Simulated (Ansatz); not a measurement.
# CsLiCr2Te2S3 (R32) in Ansatz: convergence with k mesh

Aim: find how far k mesh must go before the results for CsLiCr2Te2S3 settle, at PBE. This setting moves, with any that are tied to it; all else stays.

Everything below comes from runs of Ansatz 0.2.0. Logs are shortened: lines on timing, memory, paths and dates and some standing lists are left out, and cuts for length are marked.

## Step 1: The structure

The structure is trigonal, space group R32 (No. 155). Conventional cell: a = 6.639 Å, b = 6.639 Å, c = 20.639 Å, α = 90.00°, β = 90.00°, γ = 120.00°. Around Cs (site symmetry 32) lie 6 Te at 3.84 Å and 6 S at 4.04 Å and 2 Cr at 4.16 Å. Li (site symmetry 32) has 3 S at 2.41 Å as nearest neighbours. Cr (site symmetry 3) has 3 S at 2.24 Å and 1 Te at 2.45 Å as nearest neighbours. Around Te (site symmetry 3) lie 1 Cr at 2.45 Å. S (site symmetry 2) is surrounded by 2 Cr at 2.24 Å and 1 Li at 2.41 Å.

The cell was built by a generator and needn't be a form met in nature.

## Step 2: With k mesh 2 × 2 × 2

input.yaml reads:

```yaml
crystal:
  lattice:
    - [3.31929, 1.91639, 6.87982]
    - [-3.31929, 1.91639, 6.87982]
    - [0.0, -3.83279, 6.87982]
  atoms:
    - { symbol: Cs, position: [0.0, 0.0, 0.0] }
    - { symbol: Li, position: [0.5, 0.5, 0.5] }
    - { symbol: Cr, position: [0.79848, 0.79848, 0.79848], spin: 3.0 }
    - { symbol: Cr, position: [0.20152, 0.20152, 0.20152], spin: 3.0 }
    - { symbol: Te, position: [0.6799, 0.6799, 0.6799] }
    - { symbol: Te, position: [0.3201, 0.3201, 0.3201] }
    - { symbol: S, position: [0.13626, 0.86374, 0.5] }
    - { symbol: S, position: [0.5, 0.13626, 0.86374] }
    - { symbol: S, position: [0.86374, 0.5, 0.13626] }
hamiltonian:
  xc: pbe
  pseudopotentials: { kind: paw }
magnetization:
  spin_polarized: true
kpoints:
  mp_grid: { grid: [2, 2, 2] }
scf:
  occupations: { method: fermi_dirac, width: 0.05 }
output:
  forces: true
  stress: true
  eigenvalues: true
```

Potentials or basis: Ansatz PAW.

Run with:

```sh
$ ansatz run input.yaml --threads 8 --pin off --max-ram 20480MiB --backend cpu --events-out ev --progress --plain --runs-dir out
```

Log:

```text
Warning: RAYON_NUM_THREADS=8 ignored (pool sized by the plan → 8); use --threads N
Engine: ansatz 0.2.0, aarch64-unknown-linux-gnu
Pseudopotentials: kind: paw
Pseudopotential: Cs, paw, valence charge 9, recommended cutoff 420 eV (normal), Cs.paw.azcp
Pseudopotential: Li, paw, valence charge 3, recommended cutoff 420 eV (normal), Li.paw.azcp
Pseudopotential: Cr, paw, valence charge 14, recommended cutoff 420 eV (normal), Cr.paw.azcp
Pseudopotential: Te, paw, valence charge 16, recommended cutoff 420 eV (normal), Te.paw.azcp
Pseudopotential: S, paw, valence charge 6, recommended cutoff 420 eV (normal), S.paw.azcp
Functional definition: PBE
  parameter kappa = 0.804
  parameter beta = 0.06672455060314922
  exchange = pbe_x(kappa = kappa, mu = beta*pi^2/3)
[... 70 lines left out ...]
  Σ components = -29302.237955   (vs F -29302.237955, Δ=0.00e0)
--- Forces (eV/Å), atoms counted from 1 ---
  atom   1  Cs     0.00000000     0.00000000     0.00000000
  atom   2  Li    -0.00000000     0.00000000     0.00000000
  atom   3  Cr     0.00000000     0.00000003    -0.12638485
  atom   4  Cr     0.00000000    -0.00000003     0.12638485
  atom   5  Te     0.00000000    -0.00000001     0.04819199
  atom   6  Te     0.00000000     0.00000001    -0.04819199
  atom   7  S      0.05943020     0.00000000     0.00000000
  atom   8  S     -0.02971510     0.05146806     0.00000001
  atom   9  S     -0.02971510    -0.05146806    -0.00000001
  max |Σ_I F_I| component: 4.51e-17 eV/Å
--- Stress (GPa, compression-positive) ---
        0.146410       0.000000       0.000000
        0.000000       0.146410       0.000000
        0.000000       0.000000      -0.012122
  P = ⅓ Tr σ = 0.0936 GPa (0.936 kbar)
--- Band table (eV; the first three rows and the last of 8) ---
  k-point 0 ↑: bands = ["-67.4213", "-67.4212", "-40.5479", "-38.8233", "-38.8233", "-38.8207", "-38.8207", "-38.7127", "-38.7121", "-30.5973", "-30.5954", "-30.5948", "-30.5948", "-30.5928", "-30.5928", "-30.5804", "-30.5804", "-30.5799", "-30.5799", "-15.7217", "-7.4714", "-6.8170", "-6.8170", "-4.9310", "-4.2750", "-2.6462", "-2.6462", "-2.6326", "0.5985", "1.3371", "1.3371", "1.6056", "1.6056", "2.2620", "2.4477", "2.6165", "2.6165", "2.9229", "3.0778", "3.0778", "3.2561", "4.0031", "4.0031", "4.9943", "4.9943", "5.3196", "5.3196", "5.5564", "5.8113", "5.8113", "7.2029", "7.2826", "7.2826", "8.9429", "10.4635", "10.4635", "10.6286", "10.7177"]
  k-point 1 ↑: bands = ["-67.4213", "-67.4212", "-40.5479", "-38.8235", "-38.8226", "-38.8214", "-38.8205", "-38.7125", "-38.7123", "-30.5970", "-30.5967", "-30.5955", "-30.5942", "-30.5925", "-30.5922", "-30.5804", "-30.5803", "-30.5800", "-30.5799", "-15.7204", "-7.2283", "-7.0613", "-6.8530", "-4.8677", "-4.5087", "-2.6740", "-2.6088", "-2.4214", "0.6417", "1.0115", "1.4300", "1.4589", "2.0641", "2.1850", "2.2239", "2.4452", "2.7536", "2.9401", "3.0004", "3.6902", "3.9173", "3.9529", "4.1200", "4.3967", "4.9800", "5.2178", "5.2965", "5.8998", "6.2694", "6.2743", "6.3501", "6.5401", "6.7721", "9.8123", "9.8608", "10.4168", "10.6172", "10.7881"]
  k-point 2 ↑: bands = ["-67.4213", "-67.4212", "-40.5479", "-38.8235", "-38.8226", "-38.8214", "-38.8205", "-38.7125", "-38.7123", "-30.5970", "-30.5967", "-30.5955", "-30.5942", "-30.5925", "-30.5922", "-30.5804", "-30.5803", "-30.5800", "-30.5799", "-15.7203", "-7.2372", "-7.0482", "-6.8557", "-4.8652", "-4.5365", "-2.6599", "-2.5880", "-2.4209", "0.6569", "1.0566", "1.4371", "1.4387", "2.0993", "2.1923", "2.2420", "2.3737", "2.7490", "3.0141", "3.1270", "3.2429", "3.6450", "4.2650", "4.5303", "4.6370", "4.8167", "5.1314", "5.4415", "5.5999", "5.9102", "5.9236", "6.3802", "6.6835", "6.7860", "10.1365", "10.3793", "10.4336", "10.5650", "10.8885"]
  k-point 3 ↓: bands = ["-65.0323", "-65.0321", "-40.5388", "-36.5769", "-36.5762", "-36.3748", "-36.3748", "-36.3713", "-36.3713", "-30.6441", "-30.6441", "-30.6421", "-30.6421", "-30.6386", "-30.6367", "-30.6263", "-30.6263", "-30.6258", "-30.6258", "-15.7289", "-7.4595", "-6.8388", "-6.8388", "-5.2381", "-4.4758", "-2.6508", "-2.6508", "-2.5637", "1.0118", "1.6252", "1.6252", "2.2001", "2.2001", "2.3243", "2.6378", "2.6378", "2.7501", "3.0782", "3.5658", "3.8364", "3.8364", "4.7305", "4.7305", "6.1790", "6.1790", "6.3621", "6.6899", "6.6899", "7.5472", "7.5472", "7.6073", "8.4117", "8.4117", "10.3030", "10.3516", "10.3516", "10.7577", "11.5708"]
```

Run time: 2 s. Hardware: 8 threads of Arm Neoverse V2, shared host; peak memory 0.9 GiB.

What came out:

| Property | Result |
| --- | --- |
| Free energy | -29302.2380 eV |
| Pressure | 0.1 GPa |
| Largest force | 0.126 eV/Å |
| Band gap on the k mesh | none (metal or under the smearing width) |
| Net moment | 4.01 μB per cell |
| Absolute moment | 6.04 μB per cell |
| Site moments | Cs -0.01; Li +0.01; Cr +2.08; Te -0.16; S -0.05 μB |

## Step 3: With k mesh 3 × 3 × 3

input.yaml: that of step 2 with these lines changed.

```diff
@@ -21,3 +21,3 @@
 kpoints:
-  mp_grid: { grid: [2, 2, 2] }
+  mp_grid: { grid: [3, 3, 3] }
 scf:
```

Potentials or basis: Ansatz PAW.

Run with:

```sh
$ ansatz run input.yaml --threads 8 --pin off --max-ram 20480MiB --backend cpu --events-out ev --progress --plain --runs-dir out
```

It took 4.8 s on 8 threads of Arm Neoverse V2, shared host; peak memory 1 GiB.

Results:

```yaml
Free_energy: -29302.3076 eV
Pressure: 0.0 GPa
Largest_force: 0.004 eV/Å
Band_gap_on_the_k_mesh: none (metal or under the smearing width)
Net_moment: 4.01 μB per cell
Absolute_moment: 6.05 μB per cell
Site_moments: Cs -0.01; Li +0.01; Cr +2.08; Te -0.15; S -0.06 μB
```

## Step 4: With k mesh 4 × 4 × 4

input.yaml: that of step 3 with these lines changed.

```diff
@@ -21,3 +21,3 @@
 kpoints:
-  mp_grid: { grid: [3, 3, 3] }
+  mp_grid: { grid: [4, 4, 4] }
 scf:
```

Run with:

```sh
$ ansatz run input.yaml --threads 8 --pin off --max-ram 20480MiB --backend cpu --events-out ev --progress --plain --runs-dir out
```

Wall time 8.3 s (8 threads of Arm Neoverse V2, shared host); peak memory 1.1 GiB.

What came out:

- Free energy: -29302.3016 eV
- Pressure: 0.0 GPa
- Largest force: 0.013 eV/Å
- Band gap on the k mesh: none (metal or under the smearing width)
- Net moment: 4.00 μB per cell
- Absolute moment: 6.01 μB per cell
- Site moments: Cs -0.01; Li +0.01; Cr +2.07; Te -0.15; S -0.06 μB

## Step 5: With k mesh 5 × 5 × 5

input.yaml: that of step 4 with these lines changed.

```diff
@@ -21,3 +21,3 @@
 kpoints:
-  mp_grid: { grid: [4, 4, 4] }
+  mp_grid: { grid: [5, 5, 5] }
 scf:
```

Run with:

```sh
$ ansatz run input.yaml --threads 8 --pin off --max-ram 20480MiB --backend cpu --events-out ev --progress --plain --runs-dir out
```

Wall time 13 s (8 threads of Arm Neoverse V2, shared host); peak memory 1.3 GiB.

It converged, with:

* Free energy: -29302.3032 eV
* Pressure: 0.0 GPa
* Largest force: 0.006 eV/Å
* Band gap on the k mesh: none (metal or under the smearing width)
* Net moment: 4.00 μB per cell
* Absolute moment: 6.03 μB per cell
* Site moments: Cs -0.01; Li +0.01; Cr +2.07; Te -0.15; S -0.06 μB

## Step 6: With k mesh 6 × 6 × 6

input.yaml: that of step 5 with these lines changed.

```diff
@@ -21,3 +21,3 @@
 kpoints:
-  mp_grid: { grid: [5, 5, 5] }
+  mp_grid: { grid: [6, 6, 6] }
 scf:
```

Potentials or basis: Ansatz PAW.

Run with:

```sh
$ ansatz run input.yaml --threads 8 --pin off --max-ram 20480MiB --backend cpu --events-out ev --progress --plain --runs-dir out
```

Run time: 20 s. Hardware: 8 threads of Arm Neoverse V2, shared host; peak memory 1.4 GiB.

Results (log left out):

```yaml
Free_energy: -29302.3034 eV
Pressure: 0.0 GPa
Largest_force: 0.006 eV/Å
Band_gap_on_the_k_mesh: none (metal or under the smearing width)
Net_moment: 4.00 μB per cell
Absolute_moment: 6.03 μB per cell
Site_moments: Cs -0.01; Li +0.01; Cr +2.07; Te -0.15; S -0.06 μB
```

## Step 7: With k mesh 7 × 7 × 7

input.yaml: that of step 6 with these lines changed.

```diff
@@ -21,3 +21,3 @@
 kpoints:
-  mp_grid: { grid: [6, 6, 6] }
+  mp_grid: { grid: [7, 7, 7] }
 scf:
```

Run with:

```sh
$ ansatz run input.yaml --threads 8 --pin off --max-ram 20480MiB --backend cpu --events-out ev --progress --plain --runs-dir out
```

Wall time 29 s (8 threads of Arm Neoverse V2, shared host); peak memory 1.6 GiB.

The run converged. Its results:

```yaml
Free_energy: -29302.3035 eV
Pressure: 0.0 GPa
Largest_force: 0.006 eV/Å
Band_gap_on_the_k_mesh: none (metal or under the smearing width)
Net_moment: 4.00 μB per cell
Absolute_moment: 6.03 μB per cell
Site_moments: Cs -0.01; Li +0.01; Cr +2.07; Te -0.15; S -0.06 μB
```

## Step 8: With k mesh 8 × 8 × 8

input.yaml: that of step 7 with these lines changed.

```diff
@@ -21,3 +21,3 @@
 kpoints:
-  mp_grid: { grid: [7, 7, 7] }
+  mp_grid: { grid: [8, 8, 8] }
 scf:
```

Run with:

```sh
$ ansatz run input.yaml --threads 8 --pin off --max-ram 20480MiB --backend cpu --events-out ev --progress --plain --runs-dir out
```

Run time: 41 s. Hardware: 8 threads of Arm Neoverse V2, shared host; peak memory 1.9 GiB.

It converged, with:

| Quantity | Value |
| --- | --- |
| Free energy | -29302.3034 eV |
| Pressure | 0.0 GPa |
| Largest force | 0.007 eV/Å |
| Band gap on the k mesh | none (metal or under the smearing width) |
| Net moment | 4.00 μB per cell |
| Absolute moment | 6.03 μB per cell |
| Site moments | Cs -0.01; Li +0.01; Cr +2.07; Te -0.15; S -0.06 μB |

## Step 9: The series at a glance

| k mesh | energy less the tightest run, at zero smearing (meV/atom) | pressure (GPa) | largest force (eV/Å) | absolute moment (μB) | SCF cycles | CPU time (s) | peak memory (GiB) |
| --- | --- | --- | --- | --- | --- | --- | --- |
| 2 × 2 × 2 | 7.74 | 0.09 | 0.126 | 6.04 | 14 | 12 | 0.9 |
| 3 × 3 × 3 | -0.57 | 0.00 | 0.004 | 6.05 | 18 | 34 | 1 |
| 4 × 4 × 4 | 0.17 | -0.02 | 0.013 | 6.01 | 17 | 60 | 1.1 |
| 5 × 5 × 5 | 0.04 | -0.02 | 0.006 | 6.03 | 17 | 97 | 1.3 |
| 6 × 6 × 6 | 0.01 | -0.02 | 0.006 | 6.03 | 17 | 160 | 1.4 |
| 7 × 7 × 7 | -0.02 | -0.02 | 0.006 | 6.03 | 17 | 220 | 1.6 |
| 8 × 8 × 8 | 0.00 | -0.02 | 0.007 | 6.03 | 17 | 320 | 1.9 |

Against the tightest run, the energy stays within 1 meV/atom from 3 × 3 × 3 on; the pressure stays within 0.1 GPa from 3 × 3 × 3 on; the largest force stays within 0.005 eV/Å from 5 × 5 × 5 on; the absolute moment stays within 0.02 μB from 4 × 4 × 4 on. Meshes of other sizes hit other points, so gaps and Fermi surfaces needn't settle smoothly. The tightest run that finished is the yardstick and may itself not be fully converged.

Caveats: only a ferromagnetic start was run, and an antiferromagnetic order may lie lower in energy.
